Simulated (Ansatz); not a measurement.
# SnSiH6O (SMILES [SiH3][O][SnH3]) at HF/def2-SVP (core potential)

What is the electronic atomisation energy of SnSiH6O at HF/def2-SVP (core potential)? 

The results are computed with Ansatz 0.2.0.

63 further runs of the same task are left out: 63 set aside as unsound or not needed. Runs told in other sessions of the task aren't counted.

**1. The structure to begin with**

The species is SnSiH6O (9 atoms), meant as a singlet with charge 0. SMILES: `[SiH3][O][SnH3]`. Geometry: relaxed at PBE0-D4/def2-TZVP.

Bond lengths: Si1–O2 1.627 Å, O2–Sn3 1.963 Å, Si1–H4 1.492 Å, Si1–H5 1.486 Å, Si1–H6 1.492 Å, Sn3–H7 1.699 Å, Sn3–H8 1.705 Å, Sn3–H9 1.705 Å. Some angles: Si1–O2–Sn3 136.6°, O2–Si1–H4 111.4°, O2–Si1–H5 109.0°, O2–Si1–H6 111.4°, O2–Sn3–H7 103.7°, O2–Sn3–H8 106.7°, O2–Sn3–H9 106.7°, H4–Si1–H5 108.8°, H4–Si1–H6 107.4°, H5–Si1–H6 108.8°.

**2. The energy at HF/def2-SVP (core potential)**

input.yaml

```yaml
crystal:
  periodic: [false, false, false]
  atoms:
    - {symbol: Si, position_ang: [-0.707500, 1.106300, -0.961800]}
    - {symbol: O, position_ang: [0.549600, 0.232700, -0.411000]}
    - {symbol: Sn, position_ang: [0.837100, -1.145700, 0.956400]}
    - {symbol: H, position_ang: [-1.786000, 0.228100, -1.502000]}
    - {symbol: H, position_ang: [-0.233000, 2.004100, -2.046400]}
    - {symbol: H, position_ang: [-1.309600, 1.937400, 0.121200]}
    - {symbol: H, position_ang: [2.493700, -1.499800, 0.829900]}
    - {symbol: H, position_ang: [-0.166000, -2.460900, 0.544700]}
    - {symbol: H, position_ang: [0.410100, -0.448400, 2.452000]}
basis:
  gaussian:
    orbitals: def2-SVP
hamiltonian:
  xc: hf
accuracy: high
output: {orbitals: {seedname: orbitals}}
```

Started as:

```sh
ansatz run input.yaml --threads 1 --pin off --max-ram 2610MiB --events-out events.jsonl --progress --plain --runs-dir runs
```

Log:

```text
Warning: RAYON_NUM_THREADS=1 ignored (pool sized by the plan → 1); use --threads N
Functional definition: HF
  name "HF"
  exchange = exact_x
  correlation = 0
2073 factors; integrals over basis functions are off by at most 7.3e-9 eV
mean field evaluation 1: about -15793.2504 eV, gradient 3.6e1 eV
mean field evaluation 2: about -15793.3526 eV, gradient 3.6e1 eV
mean field evaluation 4: about -15796.2991 eV, gradient 2.7e0 eV
mean field evaluation 8: about -15796.3352 eV, gradient 9.5e-2 eV
mean field evaluation 16: about -15796.3353 eV, gradient 1.2e-8 eV
mean field -15796.33525574 eV, -580.5046135079 hartree, gradient 1.2e-8 eV, S^2 0.000000; 0 other end points of the search recorded, 0 dependent functions left out
reference -15796.33525574 eV, -580.5046135079 hartree; 25, 25 occupied and 63, 63 virtual orbitals, 2073 factors
Total energy: -15796.33525574 eV, -580.5046135079 hartree
```

It took 3.3 s on 1 thread of Arm Neoverse V1, shared host; peak memory 0.25 GiB.

**3. The H atom at the same level**

in.yaml

```yaml
crystal:
  periodic: [false, false, false]
  atoms:
    - {symbol: H, position_ang: [0.000000, 0.000000, 0.000000]}
basis:
  gaussian: {orbitals: def2-SVP}
magnetization: {spin_polarized: true, initial_magnetization: 1}
hamiltonian: {xc: hf}
accuracy: high
```

Run the same way, it converges to -0.49928 Eh (log not shown).

**4. The O atom**

job.yaml

```yaml
crystal:
  periodic: [false, false, false]
  atoms:
    - symbol: O
      position_ang: [0.000000, 0.000000, 0.000000]
basis:
  gaussian: {orbitals: def2-SVP}
magnetization: {spin_polarized: true, initial_magnetization: 2}
hamiltonian: {xc: hf}
accuracy: high
```

Run the same way, it converges to -74.72010 Eh (log not shown).

**5. The Si atom, same level**

run.yaml

```yaml
crystal:
  periodic: [false, false, false]
  atoms:
    - {symbol: Si, position_ang: [0.000000, 0.000000, 0.000000]}
basis:
  gaussian: {orbitals: def2-SVP}
magnetization: {spin_polarized: true, initial_magnetization: 2}
hamiltonian: {xc: hf}
accuracy: high
```

Run the same way, it converges to -288.75313 Eh (log not shown).

**6. The Sn atom at the same level**

input.yaml

```yaml
crystal:
  periodic: [false, false, false]
  atoms:
    - {symbol: Sn, position_ang: [0.000000, 0.000000, 0.000000]}
basis:
  gaussian: {orbitals: def2-SVP}
magnetization: {spin_polarized: true, initial_magnetization: 2}
hamiltonian: {xc: hf}
accuracy: high
```

Run the same way, it converges to -213.33613 Eh (log not shown).

**7. Results**

At HF/def2-SVP (core potential):

```
                     quantity          value
       molecule: total energy  -580.50461 Eh
        molecule: HOMO energy      -11.75 eV
        molecule: LUMO energy        2.54 eV
      molecule: HOMO–LUMO gap       14.29 eV
         H atom: total energy    -0.49928 Eh
                 H atom: ⟨S²⟩          0.750
         O atom: total energy   -74.72010 Eh
                 O atom: ⟨S²⟩          2.005
        Si atom: total energy  -288.75313 Eh
                Si atom: ⟨S²⟩          2.009
        Sn atom: total energy  -213.33613 Eh
                Sn atom: ⟨S²⟩          2.010
electronic atomisation energy      19.037 eV
```

**Reading.** Taking the molecule apart into free atoms costs 19.04 eV (1837 kJ/mol), before zero-point energy and without spin-orbit coupling. Hartree–Fock lacks the correlation of the bonding pairs, which as a rule makes this value much too low; in minimal bases other errors can mask that.
